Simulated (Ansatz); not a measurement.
# CHAlIO+ (SMILES O=[C+][AlH][I]): single points off equilibrium

Aim: energy, forces and dipole at a structure displaced at random from a GFN2-xTB minimum, from CCSD(T) and from density functionals.

Program: Ansatz 0.2.0, Gaussian basis. Level of theory: single points in def2-TZVPP. These are calculated values, not measurements.

Cores are frozen in the correlated methods. Filled d shells of the heavier atoms are correlated. Core potentials replace the inner electrons past krypton, and spin-orbit coupling is left out.

## 1. The system as given

SMILES `O=[C+][AlH][I]`, 5 atoms, charge 1, spin multiplicity 1.

Atoms are counted from 1 here; the program's logs count them from 0.

Bond lengths: O1–C2 1.055 Å, C2–Al3 2.195 Å, Al3–I4 2.488 Å, Al3–H5 1.546 Å. Angles: O1–C2–Al3 167.5°, C2–Al3–I4 98.7°, C2–Al3–H5 105.4°, I4–Al3–H5 155.9°.

Coordinates:

```xyz
5
charge 1, multiplicity 1
O     0.6099   -1.7975    1.3429
C     0.4653   -0.8586    0.8835
Al   -0.0272    0.8340   -0.4247
I    -2.1811   -0.0107   -1.3396
H     1.1495    1.8251   -0.2741
```

## 2. CCSD(T)/def2-TZVPP

run/in.yaml reads:

```yaml
crystal:
  periodic: [false, false, false]
  atoms:
    - {symbol: O, position_ang: [0.609900, -1.797500, 1.342900]}
    - {symbol: C, position_ang: [0.465300, -0.858600, 0.883500]}
    - {symbol: Al, position_ang: [-0.027200, 0.834000, -0.424700]}
    - {symbol: I, position_ang: [-2.181100, -0.010700, -1.339600]}
    - {symbol: H, position_ang: [1.149500, 1.825100, -0.274100]}
basis:
  gaussian: {orbitals: def2-TZVPP}
total_charge: 1
correlation: {method: ccsd_t}
output: {forces: true}
```

The command line of these runs was not kept.

## 3. PBE0-D4/def2-TZVPP

run/in.yaml: that of step 2 with these lines changed.

```diff
@@ -11,3 +11,3 @@
 total_charge: 1
-correlation: {method: ccsd_t}
-output: {forces: true}
+hamiltonian: {xc: pbe0, dispersion: d4}
+output: {forces: true, orbitals: {seedname: orbitals}}
```

## 4. wB97M-V/def2-TZVPP

run/in.yaml: that of step 3 with these lines changed.

```diff
@@ -11,3 +11,3 @@
 total_charge: 1
-hamiltonian: {xc: pbe0, dispersion: d4}
-output: {forces: true, orbitals: {seedname: orbitals}}
+hamiltonian: {xc: {name: wB97M-V}}
+output: {forces: true}
```

## 5. r2SCAN-D4/def2-TZVPP

run/in.yaml: that of step 4 with these lines changed.

```diff
@@ -11,3 +11,3 @@
 total_charge: 1
-hamiltonian: {xc: {name: wB97M-V}}
+hamiltonian: {xc: r2scan, dispersion: d4}
 output: {forces: true}
```

## 6. PBE-D4/def2-TZVPP

run/in.yaml: that of step 5 with these lines changed.

```diff
@@ -11,3 +11,3 @@
 total_charge: 1
-hamiltonian: {xc: r2scan, dispersion: d4}
+hamiltonian: {xc: pbe, dispersion: d4}
 output: {forces: true}
```

## 7. CAM-B3LYP-D4/def2-TZVPP

run/in.yaml: that of step 6 with these lines changed.

```diff
@@ -11,3 +11,3 @@
 total_charge: 1
-hamiltonian: {xc: pbe, dispersion: d4}
+hamiltonian: {xc: {name: CAM-B3LYP}, dispersion: d4}
 output: {forces: true}
```

## 8. HSE06-D4/def2-TZVPP

run/in.yaml: that of step 7 with these lines changed.

```diff
@@ -11,3 +11,3 @@
 total_charge: 1
-hamiltonian: {xc: {name: CAM-B3LYP}, dispersion: d4}
+hamiltonian: {xc: hse06, dispersion: d4}
 output: {forces: true}
```

(Steps that only read results are left out.)

Before running it: what results should come out? Wanted: energy less free atoms, CCSD(T)/def2-TZVPP; RMS force component; RMS force error; HOMO and LUMO, PBE0-D4; T1 diagnostic.

**Answer**, as computed:

```
                                  quantity                                                                                                 value
energy less free atoms, CCSD(T)/def2-TZVPP                                                                                         -960.8 kJ/mol
                       RMS force component                                                                  3.282 to 4.141 eV/Å over the methods
                           RMS force error  PBE0-D4 0.489, wB97M-V 0.509, r2SCAN-D4 0.259, PBE-D4 0.217, CAM-B3LYP-D4 0.684, HSE06-D4 0.472 eV/Å
                    HOMO and LUMO, PBE0-D4                                                                                   -12.82 and -8.04 eV
                             T1 diagnostic                                                                                                 0.012
```

In words: Against CCSD(T) the functionals' energies less atoms differ by -94.0 to -20.1 kJ/mol, PBE-D4 by -94.0 kJ/mol. CCSD(T) in triple zeta still lacks some correlation energy of the bonds, so part of these gaps is its own basis error and they don't rank the functionals. On forces the order runs from PBE-D4 to CAM-B3LYP-D4. Frozen-core CCSD(T) forces in triple zeta carry basis errors of their own, and this is one geometry, so small gaps rank nothing.
